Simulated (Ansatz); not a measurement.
# SnBrF: small, medium and large basis sets

Aim: see how fast density functionals converge with the basis set for SnBrF.

The runs use Ansatz 0.2.0, Gaussian basis; one geometry, several basis sets.

Plan: PBE0-D4/def2-SVP; ωB97M-V/def2-SVP; PBE0-D4/def2-QZVPP; ωB97M-V/def2-QZVPP; the functionals' def2-TZVPP values are taken from earlier runs.

### 1 Structure used throughout

All runs share one geometry, relaxed beforehand with PBE0-D4 in a triple-zeta def2 set. Sn takes the def2 core potential; no spin-orbit term is included.

SMILES `[F][Sn][Br]`, 3 atoms, charge 0, spin multiplicity 1.

Atoms are counted from 1 here; the program's logs count them from 0.

Bond lengths: F1–Sn2 1.936 Å, Sn2–Br3 2.515 Å. Angles: F1–Sn2–Br3 97.3°.

### 2 PBE0-D4 in def2-SVP

Input file in.yaml:

```yaml
crystal:
  periodic: [false, false, false]
  atoms:
    - {symbol: F, position_ang: [-0.943241, 1.248928, -0.388884]}
    - {symbol: Sn, position_ang: [-0.636464, -0.662494, -0.416812]}
    - {symbol: Br, position_ang: [1.568705, -0.651233, 0.792398]}
basis:
  gaussian: {orbitals: def2-SVP}
hamiltonian: {xc: pbe0, dispersion: d4}
output: {orbitals: {seedname: orbitals}}
```

The runs that follow: ωB97M-V in def2-SVP; PBE0-D4 in def2-QZVPP; ωB97M-V in def2-QZVPP.

Q: Predict the results of all the runs planned. Wanted: PBE0-D4: double and triple zeta above quadruple; ωB97M-V: double and triple zeta above quadruple.

As calculated:

```
                                       quantity           value
PBE0-D4: double and triple zeta above quadruple  13.98, 1.65 eV
ωB97M-V: double and triple zeta above quadruple  13.98, 1.60 eV
```

What this shows: For PBE0-D4 the step from double to triple zeta gains 12.33 eV and the next only 1.65 eV. Total energies overstate the basis error of differences, where much of it tends to cancel.
